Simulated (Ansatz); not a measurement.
**ZrC: how the settings move a relaxation**

How sensitive is a relaxation of ZrC to its settings? A reference run comes first, then one run with altered input.

The COD entry's cell or inner coordinates are ideal or old and differ from later refinements, so a difference from it is no clean test against experiment.

Computed with Ansatz 0.2.0 (reference: DFT, r2SCAN, PAW with Ansatz's default frozen-core files, scalar-relativistic; relaxation of cell and atoms, unless a step's input says otherwise).

1 further run of the same task is left out (set aside as unsound or not needed). Runs told in other sessions of the task aren't counted.

### Step 1. Starting point

Symmetry: Fm-3m, No. 225, cubic system. Conventional cell: a = 4.730 Å, b = 4.730 Å, c = 4.730 Å, α = 90.00°, β = 90.00°, γ = 90.00°. Around Zr (site symmetry m-3m) lie 6 C at 2.37 Å. C (site symmetry m-3m) has 6 Zr at 2.37 Å in its first shell of neighbours.

As a file:

```xyz
2
Lattice="0.0000 2.3650 2.3650 2.3650 0.0000 2.3650 2.3650 2.3650 0.0000" Properties=species:S:1:pos:R:3 pbc="T T T"
Zr    2.3650    2.3650    2.3650
C     0.0000    0.0000    0.0000
```

### Step 2. The reference run

input.yaml

```yaml
crystal:
  lattice:
    - [0.0, 2.365, 2.365]
    - [2.365, 0.0, 2.365]
    - [2.365, 2.365, 0.0]
  atoms:
    - { symbol: Zr, position: [0.5, 0.5, 0.5] }
    - { symbol: C, position: [0.0, 0.0, 0.0] }
kpoints:
  mp_grid: { grid: [16, 16, 16] }
scf:
  occupations: { method: fermi_dirac, width: 0.1 }
hamiltonian:
  xc: r2scan
  pseudopotentials: { kind: paw }
relax:
  f_tol: 0.002
  max_steps: 80
  cell: {}
output:
  forces: true
  stress: true
```

On the command line:

```console
$ ansatz run input.yaml --threads 1 --pin off --max-ram 2560MiB --backend cpu --events-out ev --progress --plain --runs-dir out
```

### Step 3. Changing settings: occupations.width 0.01

Edit input.yaml of step 2 so:

```diff
@@ -11,3 +11,3 @@
 scf:
-  occupations: { method: fermi_dirac, width: 0.1 }
+  occupations: { method: fermi_dirac, width: 0.01 }
 hamiltonian:
```

Q: Predict the outcome of this session. Wanted: for each run, ending; energy change; pressure; gap; force.

As calculated:

| run | ending | energy change | pressure (GPa) | gap (eV) | force (eV/Å) | cycles | time |
| --- | --- | --- | --- | --- | --- | --- | --- |
| reference | converged | 0 | 0.0 | 0.00 | 0.00 | 28 | 18 s |
| 1: occupations.width 0.01 | converged | +0.2 meV/atom (σ→0) | 0.0 | 0.00 | 0.00 | 28 | 20 s |

What this shows: Changing the smearing hardly moves the energy: +0.2 meV/atom.
